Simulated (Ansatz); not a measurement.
# C2H5ClOSi: the cost of one run

Method: RKS PBE0-D4/STO-3G, in Ansatz 0.2.0.

### 1 The starting structure

Bond lengths: C1–C2 1.279 Å, C2–Cl3 1.708 Å, C2–O4 1.371 Å, O4–Si5 1.621 Å, C1–H6 1.115 Å, C1–H7 1.102 Å, Si5–H8 1.449 Å, Si5–H9 1.514 Å, Si5–H10 1.475 Å. Angles: C1–C2–Cl3 116.3°, C1–C2–O4 121.9°, Cl3–C2–O4 121.8°, C2–C1–H6 125.8°, C2–C1–H7 121.5°, H6–C1–H7 112.4°, C2–O4–Si5 129.9°, O4–Si5–H8 112.3°, O4–Si5–H9 108.0°, O4–Si5–H10 108.0°, H8–Si5–H9 110.5°, H8–Si5–H10 108.9°, H9–Si5–H10 109.0°.

As a file:

```xyz
10

C    -1.2758    1.2651    1.0088
C    -0.2580    0.6146    0.5893
Cl    1.2200    0.9272    1.3864
O    -0.3467   -0.2808   -0.4455
Si    0.7888   -1.2402   -1.0909
H    -1.2671    2.0535    1.7977
H    -2.2629    1.1601    0.5307
H     0.2701   -2.0613   -2.1668
H     1.3516   -2.1085    0.0150
H     1.8632   -0.3808   -1.6218
```

### 2 Relaxing the start

Input file input.yaml:

```yaml
crystal:
  periodic: [false, false, false]
  atoms:
    - { symbol: C, position_ang: [-1.2758, 1.2651, 1.0088] }
    - { symbol: C, position_ang: [-0.258, 0.6146, 0.5893] }
    - { symbol: Cl, position_ang: [1.22, 0.9272, 1.3864] }
    - { symbol: O, position_ang: [-0.3467, -0.2808, -0.4455] }
    - { symbol: Si, position_ang: [0.7888, -1.2402, -1.0909] }
    - { symbol: H, position_ang: [-1.2671, 2.0535, 1.7977] }
    - { symbol: H, position_ang: [-2.2629, 1.1601, 0.5307] }
    - { symbol: H, position_ang: [0.2701, -2.0613, -2.1668] }
    - { symbol: H, position_ang: [1.3516, -2.1085, 0.015] }
    - { symbol: H, position_ang: [1.8632, -0.3808, -1.6218] }
basis:
  gaussian: { orbitals: STO-3G }
hamiltonian:
  xc: pbe0
  dispersion: d4
relax:
  f_tol: 0.02
  max_steps: 40
scf:
  lower_state_search: "off"
```

Command:

```sh
ansatz run input.yaml --threads 1 --pin off --max-ram 2048MiB --backend cpu --events-out ev --progress --plain --runs-dir out
```

What time and memory should one allow on 1 thread of an x86-64 CPU, shared host?

About 1.7 min, with a peak of 0.15 GiB.
